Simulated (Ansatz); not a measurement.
**TeH₂Se (SMILES [SeH][TeH]): functionals against CCSD(T) at one geometry**

A test off equilibrium: a structure displaced at random from a GFN2-xTB minimum is computed at several levels, and each is set against CCSD(T).

Method: single points in def2-TZVPP; program: Ansatz 0.2.0, Gaussian basis.

Cores are frozen in the correlated methods. Filled d shells of the heavier atoms are correlated. Core potentials replace the inner electrons past krypton, and spin-orbit coupling is left out.

## 1. The starting structure

4 atoms, charge 0, spin multiplicity 1.

Atoms are counted from 1 here; the program's logs count them from 0.

Bond lengths: Se1–Te2 2.491 Å, Se1–H3 1.372 Å, Te2–H4 1.875 Å. Angles: Te2–Se1–H3 108.0°, Se1–Te2–H4 100.3°.

Coordinates:

```xyz
4
charge 0, multiplicity 1
Se    0.40180   -1.17640    0.66800
Te    0.48010    1.25810    0.14720
H    -0.80590   -1.44400    1.26120
H    -0.46200    1.28550   -1.47370
```

## 2. CCSD(T)/def2-TZVPP

Input file run/in.yaml:

```yaml
crystal:
  periodic: [false, false, false]
  atoms:
    - {symbol: Se, position_ang: [0.401800, -1.176400, 0.668000]}
    - {symbol: Te, position_ang: [0.480100, 1.258100, 0.147200]}
    - {symbol: H, position_ang: [-0.805900, -1.444000, 1.261200]}
    - {symbol: H, position_ang: [-0.462000, 1.285500, -1.473700]}
basis:
  gaussian: {orbitals: def2-TZVPP}
correlation: {method: ccsd_t}
output: {forces: true}
```

The command line of these runs was not kept.

## 3. PBE0-D4/def2-TZVPP

run/in.yaml: that of step 2 with these lines changed.

```diff
@@ -9,3 +9,3 @@
   gaussian: {orbitals: def2-TZVPP}
-correlation: {method: ccsd_t}
-output: {forces: true}
+hamiltonian: {xc: pbe0, dispersion: d4}
+output: {forces: true, orbitals: {seedname: orbitals}}
```

## 4. wB97M-V/def2-TZVPP

run/in.yaml: that of step 3 with these lines changed.

```diff
@@ -9,3 +9,3 @@
   gaussian: {orbitals: def2-TZVPP}
-hamiltonian: {xc: pbe0, dispersion: d4}
-output: {forces: true, orbitals: {seedname: orbitals}}
+hamiltonian: {xc: {name: wB97M-V}}
+output: {forces: true}
```

## 5. r2SCAN-D4/def2-TZVPP

run/in.yaml: that of step 4 with these lines changed.

```diff
@@ -9,3 +9,3 @@
   gaussian: {orbitals: def2-TZVPP}
-hamiltonian: {xc: {name: wB97M-V}}
+hamiltonian: {xc: r2scan, dispersion: d4}
 output: {forces: true}
```

## 6. PBE-D4/def2-TZVPP

run/in.yaml: that of step 5 with these lines changed.

```diff
@@ -9,3 +9,3 @@
   gaussian: {orbitals: def2-TZVPP}
-hamiltonian: {xc: r2scan, dispersion: d4}
+hamiltonian: {xc: pbe, dispersion: d4}
 output: {forces: true}
```

## 7. B97M-V/def2-TZVPP

run/in.yaml: that of step 6 with these lines changed.

```diff
@@ -9,3 +9,3 @@
   gaussian: {orbitals: def2-TZVPP}
-hamiltonian: {xc: pbe, dispersion: d4}
+hamiltonian: {xc: {name: B97M-V}}
 output: {forces: true}
```

## 8. LC-wPBE/def2-TZVPP

run/in.yaml: that of step 7 with these lines changed.

```diff
@@ -9,3 +9,3 @@
   gaussian: {orbitals: def2-TZVPP}
-hamiltonian: {xc: {name: B97M-V}}
+hamiltonian: {xc: {name: LC-wPBE}}
 output: {forces: true}
```

(Steps that only read results are left out.)

What does the calculation give? Wanted: energy less free atoms, CCSD(T)/def2-TZVPP; RMS force component; RMS force error; HOMO and LUMO, PBE0-D4; T1 diagnostic.

The runs gave:

```
                                  quantity                                                                                          value
energy less free atoms, CCSD(T)/def2-TZVPP                                                                                  -767.5 kJ/mol
                       RMS force component                                                           1.429 to 1.544 eV/Å over the methods
                           RMS force error  PBE0-D4 0.108, wB97M-V 0.093, r2SCAN-D4 0.096, PBE-D4 0.231, B97M-V 0.098, LC-wPBE 0.223 eV/Å
                    HOMO and LUMO, PBE0-D4                                                                             -6.68 and -1.95 eV
                             T1 diagnostic                                                                                          0.010
```

What this shows: Against CCSD(T) the functionals' energies less atoms differ by -55.4 to +22.3 kJ/mol, PBE-D4 by -55.4 kJ/mol. A larger basis would deepen the CCSD(T) value, while the functionals are nearly converged already, so the order here is not reliable. For forces wB97M-V does best and PBE-D4 worst. Frozen-core CCSD(T) forces in triple zeta carry basis errors of their own, and this is one geometry, so small gaps rank nothing.
